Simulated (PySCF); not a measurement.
# C2H7Ga: the cost of one run

The runs use PySCF 2.14.0; levels as typed in each script, gas phase, geometry from GFN2-xTB.

## 1. The system as given

SMILES `C[GaH]C`, 10 atoms, charge 0, spin multiplicity 1.

Bond lengths: C1–Ga2 2.032 Å, C1–H4 1.094 Å, C1–H5 1.095 Å, C1–H6 1.094 Å, Ga2–C3 2.033 Å, Ga2–H7 1.596 Å, C3–H8 1.094 Å, C3–H9 1.095 Å, C3–H10 1.094 Å. Angles: Ga2–C1–H4 111.7°, Ga2–C1–H5 110.6°, Ga2–C1–H6 111.4°, H4–C1–H5 108.1°, H4–C1–H6 107.1°, H5–C1–H6 107.7°, C1–Ga2–C3 126.0°, C1–Ga2–H7 116.9°, C3–Ga2–H7 117.0°, Ga2–C3–H8 111.8°, Ga2–C3–H9 110.5°, Ga2–C3–H10 111.2°, H8–C3–H9 108.2°, H8–C3–H10 107.2°, H9–C3–H10 107.6°.

Coordinates:

```mol
C2H7Ga
  3D, bonds by distance, orders not assigned

 10  9  0  0  0  0  0  0  0  0999 V2000
   -1.8108    0.6007   -0.0012 C   0  0
   -0.0000   -0.3220    0.0004 Ga  0  0
    1.8114    0.6000    0.0009 C   0  0
   -2.4724    0.1921   -0.7704 H   0  0
   -1.6954    1.6735   -0.1861 H   0  0
   -2.3208    0.4814    0.9593 H   0  0
   -0.0021   -1.9176   -0.0044 H   0  0
    2.5211    0.1026    0.6682 H   0  0
    1.7122    1.6418    0.3219 H   0  0
    2.2549    0.6033   -0.9992 H   0  0
  1  2  8  0
  2  3  8  0
  1  4  8  0
  1  5  8  0
  1  6  8  0
  2  7  8  0
  3  8  8  0
  3  9  8  0
  3 10  8  0
M  END
```

## 2. Density, bond paths and surface potential (B3LYP/def2-svpd)

The input, input.py:

```python
import numpy as np
from pyscf import gto, scf, dft
from pyscf.scf import atom_ks, atom_hf
from scipy.linalg import block_diag

def solve(mol, dm0=None, hcore=None):
    mf = (dft.UKS if mol.spin else dft.RKS)(mol, xc='b3lyp')
    mf.grids.level = 3
    mf = mf.density_fit(auxbasis='def2-universal-jkfit')
    mf.conv_tol, mf.max_cycle = 1e-8, 80
    if hcore is not None:
        mf.get_hcore = lambda *args: hcore
    mf.kernel(dm0)
    if not mf.converged:
        mf = mf.newton().run(mf.mo_coeff, mf.mo_occ, max_cycle=30)
    assert mf.converged, 'SCF not converged'
    return mf

mol = gto.M(atom='''
C     -1.81083     0.60072    -0.00122
Ga    -0.00004    -0.32199     0.00040
C      1.81144     0.60005     0.00093
H     -2.47243     0.19208    -0.77044
H     -1.69538     1.67349    -0.18612
H     -2.32077     0.48144     0.95933
H     -0.00206    -1.91763    -0.00440
H      2.52109     0.10258     0.66818
H      1.71216     1.64183     0.32188
H      2.25493     0.60331    -0.99919
''', basis='def2-svpd', charge=0, spin=0, verbose=4)
mf = solve(mol)
mf.analyze()
# spherically averaged free atoms, for the promolecule
atm = atom_ks.get_atm_nrks(mol, xc='b3lyp')
pro = block_diag(*[(atm[a[0]][2] * atm[a[0]][3]) @ atm[a[0]][2].T for a in mol._atom])
np.savez('result.npz', e=mf.e_tot, c=mf.mo_coeff, occ=mf.mo_occ, eps=mf.mo_energy, pro=pro, dip=mf.dip_moment(verbose=0), s2=mf.spin_square()[0])
```

Started as:

```
$ OMP_NUM_THREADS=1 python input.py
```

Q: Estimate wall time and peak memory on 1 thread of Arm Neoverse V1, shared host.

About 16 s, with a peak of 0.52 GiB.
